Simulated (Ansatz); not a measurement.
# Nickel, hcp: r²SCAN0 at the r²SCAN geometry

Aim: see what exact exchange does to the levels and moments, and what it costs. The geometry was relaxed under r²SCAN beforehand and is kept. Exact exchange is dear, so the k-mesh is coarse, and r²SCAN is run on the same mesh for comparison.

Program: Ansatz 0.2.0. Level of theory: DFT, plane waves (500 eV) with PBE-made PAW files, scalar-relativistic; functionals as named at each step. These are calculated values, not measurements.

### Step 1. The starting structure

The structure is hexagonal, space group P6_3/mmc (No. 194). Conventional cell: a = 2.439 Å, b = 2.439 Å, c = 4.089 Å, α = 90.00°, β = 90.00°, γ = 120.00°. Around Ni (site symmetry -6m2) lie 12 Ni at 2.44 to 2.48 Å.

As a file:

```xyz
2
Lattice="2.4393 0.0000 0.0000 -1.2196 2.1125 0.0000 0.0000 0.0000 4.0894" Properties=species:S:1:pos:R:3 pbc="T T T"
Ni    0.0000    1.4083    1.0223
Ni    1.2196    0.7042    3.0670
```

Starting moments (μB): +0.76 ×2.

### Step 2. r²SCAN on the coarse mesh

The run with r²SCAN.

input.yaml reads:

```yaml
crystal:
  lattice:
    - [2.4392535979, 0.0, 0.0]
    - [-1.2196267989, 2.112455582, 0.0]
    - [0.0, 0.0, 4.0893636239]
  atoms:
    - { symbol: Ni, position: [0.3333333333, 0.6666666667, 0.25], spin: 0.762 }
    - { symbol: Ni, position: [0.6666666667, 0.3333333333, 0.75], spin: 0.762 }
hamiltonian:
  xc: r2scan
  pseudopotentials:
    kind: paw
    azcp:
      Ni: "pseudopotentials/Ni.paw.azcp"
basis:
  ecutwfc: 500
  fft_grid_basis: typed
kpoints:
  mp_grid: { grid: [8, 8, 4], shift: [0, 0, 0] }
magnetization:
  spin_polarized: true
scf:
  occupations: { method: fermi_dirac, width: 0.1 }
```

Command:

```
> ansatz run input.yaml --threads 4 --pin off --max-ram 8192MiB --backend cpu --events-out ev --progress --plain --runs-dir out
```

### Step 3. r²SCAN0, coarse mesh

The run with r²SCAN0.

input.yaml, as its differences from that of step 2:

```diff
@@ -9,3 +9,3 @@
 hamiltonian:
-  xc: r2scan
+  xc: r2scan0
   pseudopotentials:
```

(Steps that only read results are left out.)

Q: Predict the outcome of this session. Wanted: r²SCAN: gap; r²SCAN: magnetic state; r²SCAN0: gap; r²SCAN0: magnetic state.

The runs gave:

| quantity | value |
| --- | --- |
| r²SCAN: gap | none (levels filled in part) |
| r²SCAN: magnetic state | ferromagnetic, up to 0.80 μB per atom |
| r²SCAN0: gap | none (levels filled in part) |
| r²SCAN0: magnetic state | ferromagnetic, up to 0.92 μB per atom |
| r²SCAN0: SCF cycles, exchange loops | 139, 21 |
| r²SCAN0: CPU time over that of r²SCAN | 22 |

What this shows: Neither r²SCAN nor r²SCAN0 shows a clean gap on this mesh. Moments change from 0.80 μB to 0.92 μB at most; exact exchange favours larger moments in itinerant magnets. r²SCAN0 cost 22 times the CPU time of r²SCAN. The exchange operator of r²SCAN0 was renewed in 21 outer loops. Absolute energies differ from functional to functional, by eV per atom at times, and say nothing by themselves.
